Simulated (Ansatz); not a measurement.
Consider a formation energy from the elements of LaBeO3 and its elements (Ansatz's Python interface).

Contents of `labeo3_labeo3.extxyz`:
```text
5
Lattice="3.707597 0.0 0.0 0.0 3.707597 0.0 0.0 0.0 3.707597" Properties=species:S:1:pos:R:3 pbc="T T T"
La    0.00000000    0.00000000    0.00000000
Be    1.85379850    1.85379850    1.85379850
O     1.85379850    1.85379850    0.00000000
O     1.85379850    0.00000000    1.85379850
O     0.00000000    1.85379850    1.85379850
```

`labeo3_la.cif`
```cif
data_La
_cell_length_a 3.770000
_cell_length_b 3.770000
_cell_length_c 12.159000
_cell_angle_alpha 90.00000
_cell_angle_beta 90.00000
_cell_angle_gamma 120.00000
_symmetry_space_group_name_H-M 'P 1'
_symmetry_Int_Tables_number 1
loop_
_symmetry_equiv_pos_as_xyz
'x, y, z'
loop_
_atom_site_label
_atom_site_type_symbol
_atom_site_fract_x
_atom_site_fract_y
_atom_site_fract_z
La1 La    0.000000    0.000000    0.000000
La2 La    0.000000    0.000000    0.500000
La3 La    0.333333    0.666667    0.750000
La4 La    0.666667    0.333333    0.250000
```

Input file `labeo3_be.extxyz`:
```text
2
Lattice="2.2853 0.0 0.0 -1.14265 1.97912786 0.0 0.0 0.0 3.5842" Properties=species:S:1:pos:R:3 pbc="T T T"
Be   -0.00000000    1.31941857    0.89605000
Be    1.14265000    0.65970929    2.68815000
```

The script reads `labeo3_o2.cif`:
```cif
data_O
_cell_length_a 9.000000
_cell_length_b 9.500000
_cell_length_c 10.000000
_cell_angle_alpha 90.00000
_cell_angle_beta 90.00000
_cell_angle_gamma 90.00000
_symmetry_space_group_name_H-M 'P 1'
_symmetry_Int_Tables_number 1
loop_
_symmetry_equiv_pos_as_xyz
'x, y, z'
loop_
_atom_site_label
_atom_site_type_symbol
_atom_site_fract_x
_atom_site_fract_y
_atom_site_fract_z
O1 O    0.500000    0.500000    0.438500
O2 O    0.500000    0.500000    0.561500
```

Script `labeo3.py`:
```python
'''Is LaBeO3 bound against its elements, after relaxing cells and atoms.'''

from collections import Counter
import logging
import sys
import warnings

import ansatz as az
from ase.io import read
import numpy as np

logging.basicConfig(stream=sys.stdout, format='%(name)s: %(message)s')
logger = logging.getLogger('ansatz_job')
logger.setLevel(logging.INFO)

params = {
    'functional': 'lda',
    'cutoff_ev': 450,
    'max_iterations': 65,
    'kspacing': 0.27,
    'smearing': 'fermi_dirac',
    'sigma': 0.05,
}

POLARISED = {'O2'}

GASES = {'O2'}


def ground_state(name, crystal):
    calc = (
        crystal.calculation()
        .functional(params['functional'])
        .basis(params['cutoff_ev'])
        .scf(max_iterations=params['max_iterations'])
        .kpoints(spacing=params['kspacing'])
        .occupations(params['smearing'], width=params['sigma'])
        .stress()
    )
    if name in POLARISED:
        calc = calc.spin('collinear')
    if name in GASES:
        return calc.kpoints(1, 1, 1).relax(force_tolerance=0.01, max_steps=30).run(threads=1, pin='off')
    calc = calc.relax(force_tolerance=0.01, max_steps=30, cell=True)
    return calc.run(threads=1, pin='off')


def counts(outcome):
    return Counter(site.symbol for site in outcome.lattice.sites)

def formation_energy(outcome, mu):
    n = counts(outcome)
    return (outcome.report['energy_sigma0_ev'] - sum(k * mu[element] for element, k in n.items())) / sum(n.values())


def volume_per_atom(outcome):
    return abs(np.linalg.det(outcome.lattice.cell_ang)) / len(outcome.lattice.sites)


def main() -> None:
    warnings.simplefilter('ignore', az.DeckWarning)

    phases = {}
    labeo3 = az.Crystal.from_extxyz('labeo3_labeo3.extxyz')
    phases['LaBeO3'] = labeo3
    atoms = read('labeo3_la.cif')
    la = az.Crystal.from_ase(atoms)
    phases['La'] = la
    be = az.Crystal.from_extxyz('labeo3_be.extxyz')
    phases['Be'] = be
    atoms = read('labeo3_o2.cif')
    o2 = az.Crystal.from_ase(atoms).moments(O=1.0)
    phases['O2'] = o2

    done = {name: ground_state(name, crystal) for name, crystal in phases.items()}

    # energy of one atom in its reference phase
    references = {'La': 'La', 'Be': 'Be', 'O': 'O2'}
    mu = {element: done[name].report['energy_sigma0_ev'] / len(done[name].lattice.sites) for element, name in references.items()}

    target = done['LaBeO3']
    heat = formation_energy(target, mu)
    for element, value in mu.items():
        logger.info(f'mu({element}) = {value:.4f} eV from {references[element]}, {volume_per_atom(done[references[element]]):.2f} A^3/atom')
    logger.info(f'formation energy of LaBeO3: {heat:.4f} eV/atom = {96.4853 * heat:.1f} kJ/mol of atoms')
    # gas references are bare DFT energies, without zero-point or fitted corrections


if __name__ == '__main__':
    main()
```

Is LaBeO3 bound against its elements at this level, and by how much?

The formation energy is -2.869 eV an atom (-276.8 kJ per mole of atoms), so LaBeO3 lies below the reference phases.

The run itself:

```console
$ python labeo3.py
ansatz_job: mu(La) = -6076.1552 eV from La, 32.18 A^3/atom
ansatz_job: mu(Be) = -88.2396 eV from Be, 7.54 A^3/atom
ansatz_job: mu(O) = -552.3597 eV from O2, 427.50 A^3/atom
ansatz_job: formation energy of LaBeO3: -2.8685 eV/atom = -276.8 kJ/mol of atoms
```

Reading the output:
- Absolute energies stand on the zero of these potentials, so only differences at equal settings mean something.
- The magnetic order follows from the starting moments and needn't be the lowest.
- For the metals among these phases the mesh is modest: differences between phases can be off by up to 40 meV an atom.
- The program warned that this SCF threshold is loose for forces or stresses.
- The cells come from databases of deposited and of computed structures, and not all need be stable phases.
- The compound is the structure given, not necessarily its lowest; energies are at zero temperature, with no correction for gases. Magnetic phases start from parallel moments and may not end in their lowest magnetic state. A semilocal functional's error on such energies is often 0.05 to 0.1 eV an atom, and 0.1 to 0.3 eV against gases such as O2 or F2.
- The script silences the warnings on its input, which a real study should read.
- Wall time of the script: 53 s on 1 thread of Arm Neoverse V2, with other jobs on the host, peak memory 0.74 GiB.

(Lines on the test bed's own set-up are left out of the output.)
